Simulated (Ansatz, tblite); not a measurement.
**The cluster Zn12S12: rung by rung**

The task here is to estimate one member of a computed series from the others.

Computed with Ansatz 0.2.0, Gaussian basis. Level: as each input shows.

The runs, in order: GFN1-xTB, GFN2-xTB, PBE-D4/def2-SVP, r2SCAN-D4/def2-SVP, HF/def2-SVP, PBE0-D4/def2-TZVP, PBE-D4/def2-TZVP, HF/STO-3G, MP2/def2-SVP.

2 further runs of the same task are left out: 2 set aside as unsound or not needed.

## The relaxed structure

The singlet was relaxed beforehand with PBE-D4/def2-SVP.

24 atoms, charge 0, spin multiplicity 1.

Bond lengths: S1–Zn14 2.254 Å, S1–Zn15 2.377 Å, S1–Zn17 2.364 Å, S2–Zn13 2.207 Å, S2–Zn17 2.208 Å, S3–Zn13 2.412 Å, S3–Zn16 2.271 Å, S3–Zn18 2.295 Å, S4–Zn14 2.291 Å, S4–Zn19 2.315 Å, S4–Zn20 2.338 Å, S5–Zn16 2.294 Å, S5–Zn19 2.354 Å, S5–Zn21 2.313 Å, S6–Zn14 2.450 Å, S6–Zn16 2.389 Å, S6–Zn19 2.539 Å, S6–Zn22 2.401 Å and more. Angles: Zn14–S1–Zn15 82.1°, Zn14–S1–Zn17 91.8°, Zn15–S1–Zn17 91.5°, Zn13–S2–Zn17 88.9°, Zn13–S3–Zn16 87.4°, Zn13–S3–Zn18 82.7°, Zn16–S3–Zn18 81.8°, Zn14–S4–Zn19 79.2°, Zn14–S4–Zn20 80.8°, Zn19–S4–Zn20 79.5°, Zn16–S5–Zn19 78.1°, Zn16–S5–Zn21 83.9°, Zn19–S5–Zn21 74.9°, Zn14–S6–Zn16 142.7°, Zn14–S6–Zn19 72.1°, Zn14–S6–Zn22 91.0°, Zn16–S6–Zn19 72.8°, Zn16–S6–Zn22 93.8° and more.

As a file:

```csv
atom,x (Å),y (Å),z (Å)
S1,-3.9858,0.9175,0.6511
S2,-2.3423,-2.8387,2.3560
S3,0.9967,-4.0156,-0.2914
S4,-1.9896,1.7367,-3.1407
S5,1.2298,-1.2419,-3.5661
S6,-1.4443,-1.2350,-0.9049
S7,-1.0641,1.0960,2.4205
S8,1.3839,-1.2111,1.9708
S9,1.1379,1.5512,-0.9482
S10,-1.4911,4.3828,0.1002
S11,4.1366,-0.9742,-0.5758
S12,3.2333,2.1158,2.4790
Zn13,-0.4161,-2.8491,1.2778
Zn14,-2.8908,0.7011,-1.3069
Zn15,-2.3000,2.5478,1.0379
Zn16,0.3612,-2.4862,-1.8451
Zn17,-2.6717,-0.7695,1.6593
Zn18,2.4799,-2.3528,0.2585
Zn19,-0.2851,0.2713,-2.5878
Zn20,-0.9136,2.9505,-1.4574
Zn21,2.4235,-0.1977,-1.8829
Zn22,-0.0101,0.0743,0.5077
Zn23,1.1622,1.4445,2.6816
Zn24,3.2596,0.3823,1.1068
```

PBE0-D4/def2-SVP was run before; its log isn't repeated, and its numbers join the tables.

Set-up of the first run:

Tight binding, by tblite at 300 K electronic temperature and without a spin-polarisation term:

```python
tblite.interface.Calculator('GFN1-xTB', numbers, positions, charge=0, uhf=0).singlepoint()
```

Tight binding, by tblite at 300 K electronic temperature and without a spin-polarisation term:

```python
tblite.interface.Calculator('GFN2-xTB', numbers, positions, charge=0, uhf=0).singlepoint()
```

start.molden holds the orbitals of an earlier run on this state, given as this run's starting guess.

Contents of in.yaml:

```yaml
crystal:
  periodic: [false, false, false]
  atoms:
    - {symbol: S, position_ang: [-3.985846, 0.917494, 0.651066]}
    - {symbol: S, position_ang: [-2.342342, -2.838731, 2.355994]}
    - {symbol: S, position_ang: [0.996680, -4.015612, -0.291400]}
    - {symbol: S, position_ang: [-1.989649, 1.736693, -3.140709]}
    - {symbol: S, position_ang: [1.229823, -1.241917, -3.566106]}
    - {symbol: S, position_ang: [-1.444273, -1.234975, -0.904867]}
    - {symbol: S, position_ang: [-1.064070, 1.096016, 2.420528]}
    - {symbol: S, position_ang: [1.383861, -1.211059, 1.970792]}
    - {symbol: S, position_ang: [1.137881, 1.551233, -0.948206]}
    - {symbol: S, position_ang: [-1.491097, 4.382802, 0.100233]}
    - {symbol: S, position_ang: [4.136635, -0.974209, -0.575823]}
    - {symbol: S, position_ang: [3.233266, 2.115776, 2.479026]}
    - {symbol: Zn, position_ang: [-0.416136, -2.849065, 1.277827]}
    - {symbol: Zn, position_ang: [-2.890751, 0.701079, -1.306882]}
    - {symbol: Zn, position_ang: [-2.299958, 2.547840, 1.037925]}
    - {symbol: Zn, position_ang: [0.361238, -2.486191, -1.845120]}
    - {symbol: Zn, position_ang: [-2.671670, -0.769550, 1.659276]}
    - {symbol: Zn, position_ang: [2.479948, -2.352803, 0.258482]}
    - {symbol: Zn, position_ang: [-0.285117, 0.271258, -2.587831]}
    - {symbol: Zn, position_ang: [-0.913578, 2.950486, -1.457448]}
    - {symbol: Zn, position_ang: [2.423468, -0.197658, -1.882903]}
    - {symbol: Zn, position_ang: [-0.010080, 0.074300, 0.507709]}
    - {symbol: Zn, position_ang: [1.162186, 1.444493, 2.681646]}
    - {symbol: Zn, position_ang: [3.259595, 0.382309, 1.106782]}
basis:
  gaussian: {orbitals: def2-SVP, fitting: {mean_field: def2-universal-jkfit}, initial_orbitals: start.molden}
hamiltonian: {xc: pbe, dispersion: d4}
scf: {omitted_lower_state_checks: [starts]}
output: {forces: true, orbitals: {seedname: orbitals}}
```

Launch:

```sh
$ ansatz run in.yaml --threads 4 --pin off --events-out ev --progress --plain --max-ram 46080MiB --backend cuda --devices 0, --max-vram 37GiB
```

Among the steps run: PBE-D4/def2-SVP; r2SCAN-D4/def2-SVP; HF/def2-SVP; PBE0-D4/def2-TZVP; PBE-D4/def2-TZVP; HF/STO-3G; MP2/def2-SVP.

One of the session's tables, all rows but one given; the rest of the session is left out.

It belongs to the step «Binding energy». 

```
             level  binding an atom (eV)
         HF/STO-3G                 2.133
       HF/def2-SVP                 1.771
   PBE-D4/def2-SVP                     ?
  PBE-D4/def2-TZVP                 2.722
r2SCAN-D4/def2-SVP                 3.025
  PBE0-D4/def2-SVP                 2.897
 PBE0-D4/def2-TZVP                 2.736
      MP2/def2-SVP                 2.598
```

Q: Estimate the row for PBE-D4/def2-SVP from the others.

As computed: binding an atom (eV): 2.931. In the column «binding an atom (eV)» it lies between PBE0-D4/def2-SVP (2.897) and r2SCAN-D4/def2-SVP (3.025).

Limits of these values: Free atoms were run apart at each level; binding is atoms less cluster, divided by the number of atoms, without zero-point or spin-orbit terms.
